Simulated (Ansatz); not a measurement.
# Ca2Re: the cost of one run

Computed with Ansatz 0.2.0 (DFT PBE, scalar-relativistic, plane waves, PAW, unless a step's input says otherwise).

### 1 The starting structure

Symmetry: P6/mmm, No. 191, hexagonal system. The conventional cell has a = 4.140 Å, b = 4.140 Å, c = 4.471 Å, α = 90.00°, β = 90.00°, γ = 120.00°. Ca (site symmetry -6m2) is surrounded by 3 Ca at 2.39 Å. Re (site symmetry 6/mmm) is surrounded by 12 Ca at 3.27 Å.

Coordinates:

```cif
data_structure
_symmetry_space_group_name_H-M 'P6/mmm'
_symmetry_Int_Tables_number 191
_cell_length_a 4.1405
_cell_length_b 4.1405
_cell_length_c 4.4706
_cell_angle_alpha 90.000
_cell_angle_beta 90.000
_cell_angle_gamma 120.000
_cell_volume 66.37
loop_
_atom_site_label
_atom_site_type_symbol
_atom_site_symmetry_multiplicity
_atom_site_Wyckoff_symbol
_atom_site_fract_x
_atom_site_fract_y
_atom_site_fract_z
_atom_site_occupancy
Ca1 Ca 2 d 0.33333 0.66667 0.50000 1
Re1 Re 1 a 0.00000 0.00000 0.00000 1
```

(A quick probe on a coarse mesh, which set the mesh and smearing, is not shown.)

### 3 Full relaxation

File input.yaml:

```yaml
crystal:
  lattice:
    - [4.1404673508, 0.0, 0.0]
    - [-2.0702336754, 3.5857499093, 0.0]
    - [0.0, 0.0, 4.4706042824]
  atoms:
    - { symbol: Ca, position: [0.3333333333, 0.6666666667, 0.5] }
    - { symbol: Ca, position: [0.6666666667, 0.3333333333, 0.5] }
    - { symbol: Re, position: [0.0, 0.0, 0.0] }
basis:
  ecutwfc: 420
kpoints:
  mp_grid: { grid: [12, 12, 10] }
hamiltonian:
  xc: pbe
scf:
  occupations: { method: gaussian, width: 0.1 }
output:
  forces: true
  stress: true
  eigenvalues: true
relax:
  adjacent_minimum: "off"
  f_tol: 0.01
  max_steps: 80
  cell: { stress_tol: 0.05 }
```

On the command line:

```console
> ansatz run input.yaml --threads 1 --pin off --max-ram 2560MiB --backend cpu --events-out ev --progress --plain --runs-dir out
```

Q: Estimate wall time and peak memory on 1 thread of Intel Xeon Platinum 8259CL at 2.50GHz (Skylake/Cascade Lake), shared host.

About 3 min, with a peak of 0.5 GiB.
